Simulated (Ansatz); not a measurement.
# CH4SiZn: up Jacob's ladder to CCSD(T)

An exercise on one series of results from a longer session: the logs are not shown, and one member is left open.

The runs use Ansatz 0.2.0, Gaussian basis; functionals in def2-TZVPP, the program's frozen cores in correlated methods.

Levels to be run: LDA (SPW92), PBE-D4, revPBE-D4, BLYP-D4, r2SCAN-D4, B97M-V, PBE0-D4, B3LYP-D4, r2SCANh-D4, r2SCAN0-D4, HSE06-D4, BHLYP-D4, CAM-B3LYP-D4, LC-ωPBE, ωB97X-V, ωB97M-V, B2PLYP, PBE-QIDH; CCSD(T)/def2-SVP; CCSD(T)/def2-TZVPP; MP2/def2-QZVPP; extrapolation to the limit; RPA on PBE.

## Structure used throughout

An earlier PBE0-D4 in a triple-zeta def2 set relaxation fixed the geometry.

7 atoms, charge 0, spin multiplicity 1.

Atoms are counted from 1 here; the program's logs count them from 0.

Bond lengths: C1–Si2 1.708 Å, C1–H4 1.084 Å, C1–H5 1.084 Å, Si2–H6 1.480 Å, Si2–H7 1.480 Å. Angles: Si2–C1–H4 122.1°, Si2–C1–H5 121.9°, H4–C1–H5 115.6°, C1–Si2–H6 121.8°, C1–Si2–H7 121.9°, H6–Si2–H7 114.1°.

Set-up of the first run:

File in.yaml:

```yaml
crystal:
  periodic: [false, false, false]
  atoms:
    - {symbol: C, position_ang: [-0.974669, 0.142961, -0.736201]}
    - {symbol: Si, position_ang: [0.377472, 0.436924, 0.265656]}
    - {symbol: Zn, position_ang: [1.564513, -2.146272, 1.149775]}
    - {symbol: H, position_ang: [-0.875765, -0.017905, -1.803463]}
    - {symbol: H, position_ang: [-1.966585, -0.014574, -0.328509]}
    - {symbol: H, position_ang: [0.228139, 0.766978, 1.700708]}
    - {symbol: H, position_ang: [1.708194, 0.763987, -0.293666]}
basis:
  gaussian: {orbitals: def2-TZVPP}
hamiltonian: {xc: lda}
output: {orbitals: {seedname: orbitals}}
```

Run with:

```console
$ ansatz run in.yaml --threads 2 --pin off --events-out ev --progress --plain --max-ram 4352MiB
```

Among the steps run: LDA; PBE-D4 (GGA); revPBE-D4 (GGA); BLYP-D4 (GGA); r2SCAN-D4 (meta-GGA); B97M-V (meta-GGA); PBE0-D4 (hybrid); B3LYP-D4 (hybrid); r2SCANh-D4 (hybrid); r2SCAN0-D4 (hybrid); HSE06-D4 (hybrid); BHLYP-D4 (hybrid); CAM-B3LYP-D4 (range-separated); LC-ωPBE (range-separated); ωB97X-V (range-separated); ωB97M-V (range-separated); B2PLYP (double hybrid); PBE-QIDH (double hybrid).

One table of the session follows, with a row left open; its other results are not shown here.

It belongs to the step «Frontier levels by functional». 

| functional | HOMO (eV) | LUMO (eV) | gap (eV) |
| --- | --- | --- | --- |
| LDA (SPW92) | -5.29 | -2.70 | 2.60 |
| PBE-D4 | -5.10 | -2.51 | 2.59 |
| revPBE-D4 | -5.03 | -2.44 | 2.59 |
| BLYP-D4 | -4.97 | -2.36 | 2.61 |
| r2SCAN-D4 | -5.26 | -2.44 | 2.82 |
| B97M-V | -5.17 | -2.41 | 2.76 |
| PBE0-D4 | -5.84 | -1.82 | 4.02 |
| B3LYP-D4 | -5.73 | -1.96 | 3.77 |
| r2SCANh-D4 | -5.54 | -2.18 | 3.36 |
| r2SCAN0-D4 | -5.97 | -1.80 | 4.17 |
| HSE06-D4 | -5.46 | -2.18 | 3.28 |
| BHLYP-D4 | -6.49 | -1.01 | 5.48 |
| CAM-B3LYP-D4 | -6.98 | -0.88 | 6.11 |
| LC-ωPBE | -8.08 | -0.01 | 8.07 |
| ωB97X-V | ? | ? | ? |
| ωB97M-V | -7.75 | -0.10 | 7.65 |

Q: Estimate the row for ωB97X-V from the others.

As computed: HOMO (eV): -7.78; LUMO (eV): 0.00; gap (eV): 7.78. In the column «HOMO (eV)» it lies between LC-ωPBE (-8.08) and ωB97M-V (-7.75).
